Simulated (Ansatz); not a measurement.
# Na: the cost of one run

Computed with Ansatz 0.2.0 (DFT PBE, scalar-relativistic, plane waves, PAW, unless a step's input says otherwise).

### 1 The system as given

It takes space group Im-3m (No. 229, cubic). The conventional cell has a = 4.235 Å, b = 4.235 Å, c = 4.235 Å, α = 90.00°, β = 90.00°, γ = 90.00°. Around Na (site symmetry m-3m) lie 8 Na at 3.67 Å.

As a file:

```cif
data_structure
_symmetry_space_group_name_H-M 'Im-3m'
_symmetry_Int_Tables_number 229
_cell_length_a 4.2350
_cell_length_b 4.2350
_cell_length_c 4.2350
_cell_angle_alpha 90.000
_cell_angle_beta 90.000
_cell_angle_gamma 90.000
_cell_volume 75.96
loop_
_atom_site_label
_atom_site_type_symbol
_atom_site_symmetry_multiplicity
_atom_site_Wyckoff_symbol
_atom_site_fract_x
_atom_site_fract_y
_atom_site_fract_z
_atom_site_occupancy
Na1 Na 2 a 0.00000 0.00000 0.00000 1
```

The cell is taken as given, not relaxed at this level.

### 2 Zero of the scan

input.yaml reads:

```yaml
crystal:
  lattice:
    - [-2.1175, 2.1175, 2.1175]
    - [2.1175, -2.1175, 2.1175]
    - [2.1175, 2.1175, -2.1175]
  atoms:
    - { symbol: Na, position: [0.0, 0.0, 0.0] }
basis:
  ecutwfc: 420
kpoints:
  mp_grid: { grid: [18, 18, 18] }
hamiltonian:
  xc: pbe
scf:
  occupations: { method: gaussian, width: 0.15 }
output:
  forces: true
  stress: true
  eigenvalues: true
```

Q: Estimate wall time and peak memory on 1 thread of an x86-64 CPU, shared host.

About 1.2 s, with a peak of 0.39 GiB.
